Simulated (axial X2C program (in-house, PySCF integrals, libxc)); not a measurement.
**A two-component session on HfSb: properties at the nuclei**

Wanted for HfSb: properties at the nuclei, at the two-component level.

Method: two-component X2C with atomic mean-field terms, Hf dyall-cv3z, Sb dyall-cv3z; program: an in-house X2C program for linear molecules on PySCF integrals.

All values are calculated.

## 1. Set-up

task.json reads:

```json
{"zs": [72, 51], "q": 0, "bas": ["dyall-cv3z", "dyall-cv3z"], "r0": 2.92, "levels": ["PBE0", "HF", "B3LYP", "PBE50", "BHandHLYP"], "nst": 2}
```

Keys: zs atomic numbers; q charge; bas basis sets; r0 starting distance in Å; levels methods (HF also brings MP2); nst determinants followed.

On the command line:

```
$ python soeom.py task.json out
```

Further steps of the session: Expectation values, lowest determinant; Expectation values, a higher determinant.

Q: Predict the outcome of this session. Wanted: lowest determinant; Eeff magnitude; Ws magnitude Hf; A∥/gI Hf; qzz Hf; higher determinant (for each run or level that gives them).

The runs gave:

| quantity | value |
| --- | --- |
| lowest determinant | Ω = 1/2 (excess of +ω over −ω: ω = 1/2) |
| Eeff magnitude (GV/cm), PBE0 | 9.91 |
| Ws magnitude Hf (kHz), PBE0 | 15 |
| A∥/gI Hf (MHz), PBE0 | 2230 |
| qzz Hf (a.u.), PBE0 | -4.48 |
| higher determinant | Ω = 3/2 (excess of +ω over −ω: ω = 3/2) |
| Eeff magnitude (GV/cm), PBE0, higher determinant | 0.0278 |
| Ws magnitude Hf (kHz), PBE0, higher determinant | 0.567 |
| A∥/gI Hf (MHz), PBE0, higher determinant | 42.6 |
| qzz Hf (a.u.), PBE0, higher determinant | -6.14 |

**Reading.** In the first state, the effective field runs from 9.91 to 60.9 GV/cm over the mean-field levels, so the levels don't agree on it. The expectation values come from single determinants, which for open shells can mix terms of unlike spin or miss the lowest Ω, so a determinant need not be a state. Eeff is the effective electric field on the electron dipole moment in this Ω state and Ws the scalar–pseudoscalar constant (defined with the proton number Z and per Ω); A∥ is the parallel hyperfine constant, which follows by multiplying with the nuclear g factor gI = μI/(I μN); qzz is the electric field gradient, eQq0 = 234.96 MHz × Q/barn × qzz; μ is positive if Sb is the positive end. The operators were transformed with the bare-nucleus X2C matrices.
